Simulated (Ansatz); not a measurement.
# TiRh: stiffness from strained cells

How stiff is the crystal, and how unevenly? Runs: cell and atoms relaxed (PAW); reference run (PAW); cell relaxed at 30 GPa (PAW); at 30 GPa (PAW); strain amplitude 0.04 (PAW).

Method: DFT PBEsol, frozen-core PAW, scalar-relativistic unless said, in Ansatz 0.2.0.

3 further runs of the same task are left out: 2 that didn't finish, 1 set aside as unsound or not needed.

## Step 1: Starting point

Symmetry: P4/mmm, No. 123, tetragonal system. The conventional cell has a = 2.988 Å, b = 2.988 Å, c = 3.350 Å, α = 90.00°, β = 90.00°, γ = 90.00°. Ti (site symmetry 4/mmm) is surrounded by 8 Rh at 2.70 Å and 4 Ti at 2.99 Å. Around Rh (site symmetry 4/mmm) lie 8 Ti at 2.70 Å and 4 Rh at 2.99 Å.

Coordinates:

```
Ti Rh
1.0
     2.98800    0.00000    0.00000
     0.00000    2.98800    0.00000
     0.00000    0.00000    3.35000
Ti Rh
1 1
Direct
  0.50000 0.50000 0.50000
  0.00000 0.00000 0.00000
```

Cartesian axes are those of the input's lattice vectors. The structure goes back to a database entry.

## Step 2: Cell and atoms relaxed, PAW

input.yaml

```yaml
crystal:
  lattice:
    - [2.988, 0.0, 0.0]
    - [0.0, 2.988, 0.0]
    - [0.0, 0.0, 3.35]
  atoms:
    - { symbol: Ti, position: [0.5, 0.5, 0.5] }
    - { symbol: Rh, position: [0.0, 0.0, 0.0] }
kpoints:
  mp_grid: { grid: [16, 16, 14] }
scf:
  occupations: { method: fermi_dirac, width: 0.1 }
hamiltonian:
  xc: pbesol
  pseudopotentials: { kind: paw }
relax:
  f_tol: 0.002
  max_steps: 80
  cell: {}
output:
  forces: true
  stress: true
```

Started as:

```
$ ansatz run input.yaml --threads 1 --pin off --max-ram 2560MiB --backend cpu --events-out ev --progress --plain --runs-dir out
```

## Step 3: Reference run, PAW

input.yaml

```yaml
crystal:
  lattice:
    - [2.92699638644, 0.0, 0.0]
    - [0.0, 2.92699638644, 0.0]
    - [0.0, 0.0, 3.3722139722]
  atoms:
    - { symbol: Ti, position: [0.5, 0.5, 0.5] }
    - { symbol: Rh, position: [0.0, 0.0, 0.0] }
kpoints:
  mp_grid: { grid: [16, 16, 14] }
scf:
  occupations: { method: fermi_dirac, width: 0.1 }
hamiltonian:
  xc: pbesol
  pseudopotentials: { kind: paw }
elastic:
  mode: relaxed_ion
  stencil: two_point
  amplitude: 0.005
```

## Step 4: Cell relaxed at 30 GPa, PAW

Changes to input.yaml since step 3:

```diff
@@ -15,5 +15,12 @@
   pseudopotentials: { kind: paw }
-elastic:
-  mode: relaxed_ion
-  stencil: two_point
-  amplitude: 0.005
+relax:
+  f_tol: 0.002
+  max_steps: 80
+  cell: { p_target: 30 }
+output:
+  forces: true
+  stress: true
+  write_density: true
+  write_potential: true
+  elf: true
+  volumetric_format: npy
```

## Step 6: At 30 GPa, PAW

input.yaml

```yaml
crystal:
  lattice:
    - [2.81293109151, 0.0, 0.0]
    - [0.0, 2.81293109151, 0.0]
    - [0.0, 0.0, 3.26273172]
  atoms:
    - { symbol: Ti, position: [0.5, 0.5, 0.5] }
    - { symbol: Rh, position: [0.0, 0.0, 0.0] }
kpoints:
  mp_grid: { grid: [16, 16, 14] }
scf:
  occupations: { method: fermi_dirac, width: 0.1 }
hamiltonian:
  xc: pbesol
  pseudopotentials: { kind: paw }
elastic:
  mode: relaxed_ion
  stencil: two_point
  amplitude: 0.005
```

## Step 7: Strain amplitude 0.04, PAW

Changes to input.yaml since step 6:

```diff
@@ -2,5 +2,5 @@
   lattice:
-    - [2.81293109151, 0.0, 0.0]
-    - [0.0, 2.81293109151, 0.0]
-    - [0.0, 0.0, 3.26273172]
+    - [2.92699638644, 0.0, 0.0]
+    - [0.0, 2.92699638644, 0.0]
+    - [0.0, 0.0, 3.3722139722]
   atoms:
@@ -18,2 +18,2 @@
   stencil: two_point
-  amplitude: 0.005
+  amplitude: 0.04
```

(Steps that only read results are left out.)

Before running it: what results should come out? Wanted: C11; C12; C13; C33; C44; C66; bulk, shear and Young's modulus; Debye temperature from sound speeds; universal anisotropy index.

As calculated:

| quantity | value |
| --- | --- |
| C11 (PAW) | 298 GPa |
| C12 (PAW) | 141 GPa |
| C13 (PAW) | 182 GPa |
| C33 (PAW) | 275 GPa |
| C44 (PAW) | 60 GPa |
| C66 (PAW) | 50 GPa |
| bulk, shear and Young's modulus | 209, 57, 157 GPa |
| Debye temperature from sound speeds | 353 K |
| universal anisotropy index | 0.21 |

**Reading.** All eigenvalues are positive, so the crystal is mechanically stable; by PAW K = 209 and G = 57 GPa, K/G = 3.65, on the ductile side of Pugh's rough line at 1.75, which was drawn for metals. Young's modulus runs from 123 to 179 GPa with direction. At 30 GPa K rises to 331 GPa. Cautions: frozen-core PAW files fitted under PBE, their cores solved anew for the functional of the run; responses of metals move with mesh and smearing.
